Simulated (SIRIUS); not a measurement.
MgSi: equation of state with PBE

The system is MgSi.

```
Si Mg
1.0
     2.90839    0.00000    0.00000
     0.00000    2.90839    0.00000
     0.00000    0.00000    4.10343
Si Mg
1 1
Direct
  0.50000 0.50000 0.50000
  0.00000 0.00000 0.00000
```

The cell comes from a database or a generator and needn't be the stable form of this composition.

- Program: SIRIUS 7.10.0
- Task: equation of state
- Functional: PBE
- Potentials or basis: PseudoDojo 0.4.1 PBE standard (scalar relativistic)
- Cutoff: 1152 eV
- Density cutoff: 4606 eV
- k mesh: 9 × 9 × 7
- Occupations: fermi-dirac, width 0.05 eV
- Spin: no spin polarisation

```json
{
 "Equilibrium volume": "17.40 Å³/atom",
 "Bulk modulus at fixed shape and positions": "62 GPa",
 "Pressure derivative of the bulk modulus": "4.2"
}
```

Energy against volume, from the lowest point:
```tsv
volume (Å³/atom)	energy (meV/atom)
16.314	14.55
16.661	6.47
17.008	1.73
17.355	0.00
17.702	0.99
18.049	4.45
18.396	10.09
```

All runs of the series together: 4.7 min on 1 thread of Arm Neoverse V1, with other jobs on the host.

Caveat: the cell was scaled at fixed shape and fractional positions, which overstates the stiffness of a crystal with free parameters, most of all of layers and chains.
